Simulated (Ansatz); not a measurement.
# Ge₂H₆O₂: up Jacob's ladder to CCSD(T)

The task here is to estimate one member of a computed series from the others.

Method: functionals in def2-TZVPP, the program's frozen cores in correlated methods; program: Ansatz 0.2.0, Gaussian basis.

Levels to be run: PBE-D4, r2SCAN-D4, PBE0-D4, B3LYP-D4, ωB97X-V, ωB97M-V, B2PLYP; CCSD(T)/def2-TZVPP; MP2/def2-QZVPP; extrapolation to the limit.

## The relaxed structure

The geometry comes from an earlier relaxation with PBE0-D4 in a triple-zeta def2 set; it is a stationary point, not always the lowest conformer.

10 atoms, charge 0, spin multiplicity 1.

Atoms are counted from 1 here; the program's logs count them from 0.

Bond lengths: O1–Ge2 1.786 Å, O1–H5 0.959 Å, Ge2–Ge3 2.432 Å, Ge2–H6 1.533 Å, Ge2–H7 1.546 Å, Ge3–O4 1.788 Å, Ge3–H8 1.547 Å, Ge3–H9 1.547 Å, O4–H10 0.960 Å. Angles: Ge2–O1–H5 112.6°, O1–Ge2–Ge3 110.7°, O1–Ge2–H6 104.2°, O1–Ge2–H7 109.4°, Ge3–Ge2–H6 112.3°, Ge3–Ge2–H7 109.7°, H6–Ge2–H7 110.5°, Ge2–Ge3–O4 105.4°, Ge2–Ge3–H8 112.7°, Ge2–Ge3–H9 112.0°, O4–Ge3–H8 109.4°, O4–Ge3–H9 109.3°, H8–Ge3–H9 108.1°, Ge3–O4–H10 112.6°.

As a file:

```xyz
10
Ge2H6O2
O    -2.1256   -0.7924    0.7624
Ge   -0.9496   -0.7912   -0.5822
Ge    1.0916    0.3634    0.0634
O     0.6775    2.1024    0.0474
H    -1.7827   -1.2152    1.5525
H    -1.6837   -0.0786   -1.7233
H    -0.6200   -2.2495   -0.9763
H     2.2592    0.1042   -0.9171
H     1.5592   -0.0382    1.4829
H     1.3994    2.6557    0.3535
```

Set-up of the first run:

File in.yaml:

```yaml
crystal:
  periodic: [false, false, false]
  atoms:
    - {symbol: O, position_ang: [-2.125646, -0.792441, 0.762426]}
    - {symbol: Ge, position_ang: [-0.949566, -0.791207, -0.582163]}
    - {symbol: Ge, position_ang: [1.091646, 0.363404, 0.063428]}
    - {symbol: O, position_ang: [0.677461, 2.102378, 0.047413]}
    - {symbol: H, position_ang: [-1.782744, -1.215168, 1.552537]}
    - {symbol: H, position_ang: [-1.683701, -0.078606, -1.723339]}
    - {symbol: H, position_ang: [-0.619999, -2.249475, -0.976332]}
    - {symbol: H, position_ang: [2.259207, 0.104167, -0.917115]}
    - {symbol: H, position_ang: [1.559198, -0.038171, 1.482889]}
    - {symbol: H, position_ang: [1.399442, 2.655718, 0.353454]}
basis:
  gaussian: {orbitals: def2-TZVPP}
hamiltonian: {xc: pbe, dispersion: d4}
output: {forces: true, orbitals: {seedname: orbitals}}
```

On the command line:

```
$ ansatz run in.yaml --threads 4 --pin off --events-out ev --progress --plain --max-ram 10444MiB
```

Steps of the session up to this table: PBE-D4 (GGA); r2SCAN-D4 (meta-GGA); PBE0-D4 (hybrid); B3LYP-D4 (hybrid); ωB97X-V (range-separated); ωB97M-V (range-separated); B2PLYP (double hybrid); CCSD(T) in def2-TZVPP; MP2 in def2-QZVPP.

One of the session's tables, all rows but one given; the rest of the session is left out.

| method | atomisation energy (kJ/mol) |
| --- | --- |
| PBE-D4 | 3053.9 |
| r2SCAN-D4 | 3050.7 |
| PBE0-D4 | 2992.9 |
| B3LYP-D4 | 3018.5 |
| ωB97X-V | 3065.2 |
| ωB97M-V | 3027.9 |
| B2PLYP | 3002.1 |
| HF/def2-TZVPP | 2090.9 |
| MP2/def2-TZVPP | 3028.7 |
| CCSD/def2-TZVPP | 2955.6 |
| CCSD(T)/def2-TZVPP | 3002.5 |
| MP2/CBS | 3100.8 |
| CCSD(T)/CBS | ? |

**Question.** Estimate the row for CCSD(T)/CBS.

As computed: atomisation energy (kJ/mol): 3074.5. In the column «atomisation energy (kJ/mol)» it lies between ωB97X-V (3065.2) and MP2/CBS (3100.8).
